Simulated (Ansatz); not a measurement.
**C₃H₈BN: a ladder of functionals and wavefunction methods**

An exercise on one series of results from a longer session: the logs are not shown, and one member is left open.

Method: functionals in def2-TZVPP, the program's frozen cores in correlated methods; program: Ansatz 0.2.0, Gaussian basis.

Plan: LDA (SPW92), PBE-D4, revPBE-D4, BLYP-D4, r2SCAN-D4, B97M-V, PBE0-D4, B3LYP-D4, r2SCANh-D4, r2SCAN0-D4, HSE06-D4, BHLYP-D4, CAM-B3LYP-D4, LC-ωPBE, ωB97X-V, ωB97M-V, B2PLYP, PBE-QIDH; CCSD(T)/def2-SVP; CCSD(T)/def2-TZVPP; MP2/def2-QZVPP; extrapolation to the limit; RPA on PBE.

### Structure used throughout

The geometry comes from an earlier relaxation with PBE0-D4 in a triple-zeta def2 set; it is a stationary point, not always the lowest conformer.

SMILES `BN(C)C=C`, 13 atoms, charge 0, spin multiplicity 1.

Atoms are counted from 1 here; the program's logs count them from 0.

Bond lengths: B1–N2 1.399 Å, B1–H6 1.195 Å, B1–H7 1.195 Å, N2–C3 1.449 Å, N2–C4 1.395 Å, C3–H8 1.094 Å, C3–H9 1.094 Å, C3–H10 1.087 Å, C4–C5 1.331 Å, C4–H11 1.084 Å, C5–H12 1.082 Å, C5–H13 1.081 Å. Angles: N2–B1–H6 118.5°, N2–B1–H7 119.0°, H6–B1–H7 122.5°, B1–N2–C3 122.3°, B1–N2–C4 121.2°, C3–N2–C4 116.5°, N2–C3–H8 110.7°, N2–C3–H9 110.7°, N2–C3–H10 109.1°, H8–C3–H9 108.1°, H8–C3–H10 109.1°, H9–C3–H10 109.1°, N2–C4–C5 126.4°, N2–C4–H11 112.9°, C5–C4–H11 120.7°, C4–C5–H12 123.3°, C4–C5–H13 119.4°, H12–C5–H13 117.4°.

Geometry (Å):

```
B    -0.1594    0.3705   -1.8510
N     0.0383    0.1249   -0.4883
C     1.2884    0.4266    0.1787
C    -0.9699   -0.4279    0.3008
C    -0.8941   -0.7033    1.6003
H    -1.2179    0.0955   -2.3332
H     0.7325    0.8457   -2.4887
H     1.7260   -0.4793    0.6089
H     1.1312    1.1451    0.9888
H     1.9831    0.8497   -0.5429
H    -1.8780   -0.6303   -0.2556
H    -0.0098   -0.5186    2.1956
H    -1.7500   -1.1335    2.1017
```

Set-up of the first run:

in.yaml

```yaml
crystal:
  periodic: [false, false, false]
  atoms:
    - {symbol: B, position_ang: [-0.159378, 0.370526, -1.851008]}
    - {symbol: N, position_ang: [0.038320, 0.124930, -0.488303]}
    - {symbol: C, position_ang: [1.288410, 0.426593, 0.178711]}
    - {symbol: C, position_ang: [-0.969881, -0.427908, 0.300754]}
    - {symbol: C, position_ang: [-0.894068, -0.703288, 1.600305]}
    - {symbol: H, position_ang: [-1.217949, 0.095525, -2.333181]}
    - {symbol: H, position_ang: [0.732451, 0.845650, -2.488720]}
    - {symbol: H, position_ang: [1.725996, -0.479283, 0.608866]}
    - {symbol: H, position_ang: [1.131245, 1.145073, 0.988767]}
    - {symbol: H, position_ang: [1.983074, 0.849711, -0.542939]}
    - {symbol: H, position_ang: [-1.878035, -0.630339, -0.255617]}
    - {symbol: H, position_ang: [-0.009813, -0.518613, 2.195580]}
    - {symbol: H, position_ang: [-1.749971, -1.133475, 2.101687]}
basis:
  gaussian: {orbitals: def2-TZVPP}
hamiltonian: {xc: lda}
output: {orbitals: {seedname: orbitals}}
```

Steps of the session up to this table: LDA; PBE-D4 (GGA); revPBE-D4 (GGA); BLYP-D4 (GGA); r2SCAN-D4 (meta-GGA); B97M-V (meta-GGA); PBE0-D4 (hybrid); B3LYP-D4 (hybrid); r2SCANh-D4 (hybrid); r2SCAN0-D4 (hybrid); HSE06-D4 (hybrid); BHLYP-D4 (hybrid); CAM-B3LYP-D4 (range-separated); LC-ωPBE-D4 (range-separated; the results give it without D4); ωB97X-V (range-separated); ωB97M-V (range-separated); B2PLYP (double hybrid); PBE-QIDH (double hybrid).

One table of the session follows, with a row left open; its other results are not shown here.

It belongs to the step «Frontier levels by functional». 

```
  functional  HOMO (eV)  gap (eV)
 LDA (SPW92)      -5.98      4.25
      PBE-D4      -5.77      4.29
   revPBE-D4      -5.70      4.31
     BLYP-D4      -5.60      4.27
   r2SCAN-D4      -5.91      4.73
      B97M-V      -5.94      4.72
     PBE0-D4      -6.79      6.26
    B3LYP-D4      -6.58      5.83
  r2SCANh-D4      -6.30      5.46
  r2SCAN0-D4      -6.89      6.55
    HSE06-D4      -6.39      5.49
    BHLYP-D4          ?         ?
CAM-B3LYP-D4      -8.05      8.56
     LC-ωPBE      -9.38     11.04
     ωB97X-V      -9.01     10.57
     ωB97M-V      -8.95     10.27
```

Q: Estimate the row for BHLYP-D4 from the others.

Worked estimate for «HOMO (eV)». Against the share of exact exchange, BLYP-D4 (0, -5.60), B3LYP-D4 (0.2, -6.58) give a slope of -4.90 per unit share; at 0.5 the line stands at -8.05.

**Answer.** HOMO (eV): -7.66; gap (eV): 8.12. In «HOMO (eV)» the line misses by -0.39.
